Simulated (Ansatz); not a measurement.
# Cs2AlGaC6N6: the cost of one run

Program: Ansatz 0.2.0. Level of theory: DFT PBE, scalar-relativistic, plane waves, PAW. These are calculated values, not measurements.

### Step 1. The system as given

It takes space group Fm-3m (No. 225, cubic). Conventional cell: a = 10.057 Å, b = 10.057 Å, c = 10.057 Å, α = 90.00°, β = 90.00°, γ = 90.00°. Cs (site symmetry -43m) has 12 N at 3.60 Å and 12 C at 3.61 Å as nearest neighbours. Around Al (site symmetry m-3m) lie 6 N at 1.96 Å. Around Ga (site symmetry m-3m) lie 6 C at 1.90 Å. C (site symmetry 4mm) is surrounded by 1 N at 1.17 Å. N (site symmetry 4mm) is surrounded by 1 C at 1.17 Å.

Structure file:

```
Cs Al Ga C N
1.0
     0.00000    5.02850    5.02850
     5.02850    0.00000    5.02850
     5.02850    5.02850    0.00000
Cs Al Ga C N
2 1 1 6 6
Direct
  0.25000 0.25000 0.25000
  0.75000 0.75000 0.75000
  0.50000 0.50000 0.50000
  0.00000 0.00000 0.00000
  0.81147 0.18853 0.18853
  0.18853 0.81147 0.18853
  0.18853 0.18853 0.81147
  0.18853 0.81147 0.81147
  0.81147 0.18853 0.81147
  0.81147 0.81147 0.18853
  0.69514 0.30486 0.30486
  0.30486 0.69514 0.30486
  0.30486 0.30486 0.69514
  0.30486 0.69514 0.69514
  0.69514 0.30486 0.69514
  0.69514 0.69514 0.30486
```

The cell is invented: cyanide-bridged rock-salt net of two metals, 2 guest cations a cell (Fm-3m, No. 225). Lengths come from tabulated atomic sizes and are only a guess.

### Step 2. Probe: one point on a coarse mesh

Input file input.yaml:

```yaml
crystal:
  lattice:
    - [0.0, 5.0285, 5.0285]
    - [5.0285, 0.0, 5.0285]
    - [5.0285, 5.0285, 0.0]
  atoms:
    - { symbol: Cs, position: [0.25, 0.25, 0.25] }
    - { symbol: Cs, position: [0.75, 0.75, 0.75] }
    - { symbol: Al, position: [0.5, 0.5, 0.5] }
    - { symbol: Ga, position: [0.0, 0.0, 0.0] }
    - { symbol: C, position: [0.81147459, 0.18852541, 0.18852541] }
    - { symbol: C, position: [0.18852541, 0.81147459, 0.18852541] }
    - { symbol: C, position: [0.18852541, 0.18852541, 0.81147459] }
    - { symbol: C, position: [0.18852541, 0.81147459, 0.81147459] }
    - { symbol: C, position: [0.81147459, 0.18852541, 0.81147459] }
    - { symbol: C, position: [0.81147459, 0.81147459, 0.18852541] }
    - { symbol: "N", position: [0.69513772, 0.30486228, 0.30486228] }
    - { symbol: "N", position: [0.30486228, 0.69513772, 0.30486228] }
    - { symbol: "N", position: [0.30486228, 0.30486228, 0.69513772] }
    - { symbol: "N", position: [0.30486228, 0.69513772, 0.69513772] }
    - { symbol: "N", position: [0.69513772, 0.30486228, 0.69513772] }
    - { symbol: "N", position: [0.69513772, 0.69513772, 0.30486228] }
basis:
  ecutwfc: 420
kpoints:
  mp_grid: { grid: [4, 4, 4] }
hamiltonian:
  xc: pbe
scf:
  occupations: { method: gaussian, width: 0.1 }
  lower_state_search: "off"
output:
  forces: true
  stress: true
  eigenvalues: true
```

On the command line:

```bash
ansatz run input.yaml --threads 1 --pin off --max-ram 2560MiB --backend cpu --events-out ev --progress --plain --runs-dir out
```

**Question.** How long does this run take on 1 thread of Intel Xeon Platinum 8488C (Sapphire Rapids), shared host, and how much memory does it need?

About 6 s, with a peak of 0.6 GiB.
